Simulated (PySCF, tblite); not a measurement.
# C7H10F radical: geometry, infrared bands and EPR parameters

Wanted: the infrared bands and EPR parameters of C7H10F radical (`[CH2]C1=C(CC)[C@H]1CF`), by calculation.

The runs use tblite 0.8.0 and PySCF 2.14.0, with density-fitted response routines of our own; the level of theory stands in each step. All values are computed, except where a source is named. Atoms are numbered from 0 throughout.

### Step 1. The molecule as given

18 atoms, charge 0, multiplicity 2; geometry from: force field or distance geometry start.

Bonds of the start (Å): C0–C1 1.50, C1–C2 1.35, C2–C3 1.49, C3–C4 1.50, C2–C5 1.51, C5–C6 1.50, C6–F7 1.37, C5–C1 1.49, C0–H8 1.11, C0–H9 1.09, C3–H10 1.12, C3–H11 1.11, C4–H12 1.11, C4–H13 1.10, C4–H14 1.12, C5–H15 1.08, C6–H16 1.13, C6–H17 1.12.

### Step 2. Geometry optimisation with GFN2-xTB

Job settings and geometry (Å):

```
{"job": {"kind": "relax", "xc": "GFN2-xTB", "basis": "xTB"}, "charge": 0, "multiplicity": 2}
C     -1.576800     1.648200     1.477300
C     -0.878700     0.746900     0.500700
C      0.208500    -0.009600     0.217800
C      1.542200    -0.497500     0.654300
C      2.639500    -0.083600    -0.282100
C     -0.890700     0.040800    -0.815100
C     -1.911100    -1.062900    -0.875300
F     -1.926500    -1.714900    -2.081100
H     -2.658400     1.711400     1.256200
H     -1.083900     2.615600     1.591200
H      1.506300    -1.616900     0.720900
H      1.777900    -0.140000     1.679500
H      3.148300    -0.989700    -0.670000
H      3.352500     0.574800     0.244600
H      2.187700     0.456200    -1.158900
H     -0.708000     0.646100    -1.693100
H     -2.910500    -0.554200    -0.776800
H     -1.827100    -1.764300    -0.001600
```

Launch:

```console
$ OMP_NUM_THREADS=1 python probes_run.py task.json out
```

This one command runs all jobs of the session in turn.

**Question.** This job is followed by: GFN2-xTB harmonic vibrations, gas phase; UKS B3LYP, pcH-1 on C F H, non-relativistic, mean-field spin-orbit, GIAO. What will the session give for the following? strongest single infrared mode (GFN2-xTB); zero-point energy (GFN2-xTB); g(iso) (B3LYP); ⟨S²⟩; largest a(iso) (averaged by class); potential on the surface of density 0.002 e/bohr³, 1st and 99th percentile.

As calculated:

| quantity | value |
| --- | --- |
| strongest single infrared mode (GFN2-xTB) | 2967 cm⁻¹, 58 km/mol |
| zero-point energy (GFN2-xTB) | 91.5 kcal/mol |
| g(iso) (B3LYP) | 2.00265 |
| ⟨S²⟩ | 0.773 (exact 0.75) |
| largest a(iso) (averaged by class) | 13C on C2, 69.1 MHz |
| potential on the surface of density 0.002 e/bohr³, 1st and 99th percentile | -1.18 V and 0.79 V |

**Reading.** Relaxing lowered the energy by 1.366 eV in 106 steps; the close pair that moved most is C0–C1, from 1.501 to 1.343 Å. No mode is imaginary among the 48: a minimum at this level. GFN2-xTB is a fitted tight-binding method: band positions and strengths are rough. Its intensities can rank the bands wrongly. The largest spin populations lie on C2 (0.66 e), C0 (0.61 e). The isotropic g lies 0.3 ppt above the free-electron value. These values are for one conformer; the search (at its own cheap level) found 2 more, at 0.16, 0.20 kcal/mol, and measured spectra average over such forms.
